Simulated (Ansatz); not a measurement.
# C3H3FO2Sn: how energies converge with the basis set

One table from this session's results is given with a row withheld; the runs are named, their logs left out.

The runs use Ansatz 0.2.0, Gaussian basis; one geometry, several basis sets.

The runs, in order: PBE0-D4/def2-SVP; ωB97M-V/def2-SVP; PBE0-D4/def2-QZVPP; the functionals' def2-TZVPP values are taken from earlier runs.

2 further runs of the same task are left out: 2 that didn't finish. Runs told in other sessions of the task aren't counted.

## The relaxed structure

An earlier PBE0-D4 in a triple-zeta def2 set relaxation fixed the geometry. Sn takes the def2 core potential; no spin-orbit term is included.

SMILES `[F][Sn-]1[O]C=CC=[O+]1`, 10 atoms, charge 0, spin multiplicity 1.

Atoms are counted from 1 here; the program's logs count them from 0.

Bond lengths: F1–Sn2 1.949 Å, Sn2–O3 2.162 Å, Sn2–O7 2.162 Å, O3–C4 1.263 Å, C4–C5 1.390 Å, C4–H8 1.097 Å, C5–C6 1.390 Å, C5–H9 1.081 Å, C6–O7 1.263 Å, C6–H10 1.097 Å. Angles: F1–Sn2–O3 89.5°, F1–Sn2–O7 89.5°, O3–Sn2–O7 84.3°, Sn2–O3–C4 126.1°, O3–C4–C5 127.8°, O3–C4–H8 115.2°, C5–C4–H8 117.0°, C4–C5–C6 124.5°, C4–C5–H9 117.7°, C6–C5–H9 117.7°, C5–C6–O7 127.8°, C5–C6–H10 117.0°, O7–C6–H10 115.2°, Sn2–O7–C6 126.1°.

The first run:

The input, in.yaml:

```yaml
crystal:
  periodic: [false, false, false]
  atoms:
    - {symbol: F, position_ang: [1.332337, -2.405987, -0.373753]}
    - {symbol: Sn, position_ang: [0.848201, -1.770613, 1.404256]}
    - {symbol: O, position_ang: [-1.076280, -1.152116, 0.637802]}
    - {symbol: C, position_ang: [-1.293040, -0.170972, -0.128211]}
    - {symbol: C, position_ang: [-0.417267, 0.853580, -0.468305]}
    - {symbol: C, position_ang: [0.867519, 0.993524, 0.043639]}
    - {symbol: O, position_ang: [1.471488, 0.221239, 0.840632]}
    - {symbol: H, position_ang: [-2.303022, -0.125506, -0.554153]}
    - {symbol: H, position_ang: [-0.776243, 1.619066, -1.142271]}
    - {symbol: H, position_ang: [1.429406, 1.886583, -0.256837]}
basis:
  gaussian: {orbitals: def2-SVP}
hamiltonian: {xc: pbe0, dispersion: d4}
output: {orbitals: {seedname: orbitals}}
```

Run with:

```console
ansatz run in.yaml --threads 4 --pin off --events-out ev --progress --plain --max-ram 11315MiB
```

Steps of the session up to this table: PBE0-D4 in def2-SVP; ωB97M-V in def2-SVP; PBE0-D4 in def2-QZVPP.

One table of the session follows, with a row left open; its other results are not shown here.

It belongs to the step «Functionals by basis». 

```
functional       basis  HOMO (eV)  LUMO (eV)
   PBE0-D4    def2-SVP      -7.41      -1.96
   PBE0-D4  def2-TZVPP      -7.51      -2.10
   PBE0-D4  def2-QZVPP      -7.53      -2.15
   ωB97M-V    def2-SVP      -9.48       0.23
   ωB97M-V  def2-TZVPP          ?          ?
```

**Question.** Estimate the row for ωB97M-V, def2-TZVPP.

The run gave: HOMO (eV): -9.61; LUMO (eV): 0.02. In the column «HOMO (eV)» it is the lowest.
